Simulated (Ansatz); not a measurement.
Crystal: HfMoC2.

```
Hf Mo C
1.0
     3.19142    0.00000    0.00000
     0.00000    3.19142    0.00000
     0.00000    0.00000    4.48516
Hf Mo C
1 1 2
Direct
  0.00000 0.00000 0.00000
  0.50000 0.50000 0.50000
  0.50000 0.50000 0.00000
  0.00000 0.00000 0.50000
```

The cell comes from a database or a generator and needn't be the stable form of this composition.

Base run:

- Program: Ansatz 0.2.0
- Functional: PBEsol
- Potentials or basis: all-electron LAPW, scalar-relativistic
- Cutoff: 301 eV (chosen from the basis error)
- Basis error allowed: 0.002 eV/atom
- k mesh: 8 × 8 × 6
- Occupations: fermi-dirac, width 0.05 eV
- Spin: no spin polarisation
- Hubbard terms: Hf d U = 4 eV, Mo d U = 4 eV

Its results: band gap on the k mesh none (metal or under the smearing width); pressure -4.6 GPa.

**Question.** After a change of settings the same cell gave: band gap on the k mesh none (metal or under the smearing width); pressure -7.0 GPa. Which change was it?
A. hubbard terms from Hf d U = 4 eV, Mo d U = 4 eV to none
B. hubbard terms from Hf d U = 4 eV, Mo d U = 4 eV to Hf d U = 6 eV, Mo d U = 6 eV
C. hubbard terms from Hf d U = 4 eV, Mo d U = 4 eV to Hf d U = 2 eV, Mo d U = 2 eV

**Answer.** C.

Caveats: U is the effective U less J, on atomic orbitals that reach past the spheres; U without spin polarisation on a metal has little footing; the U is typed as a test and isn't derived for this compound.
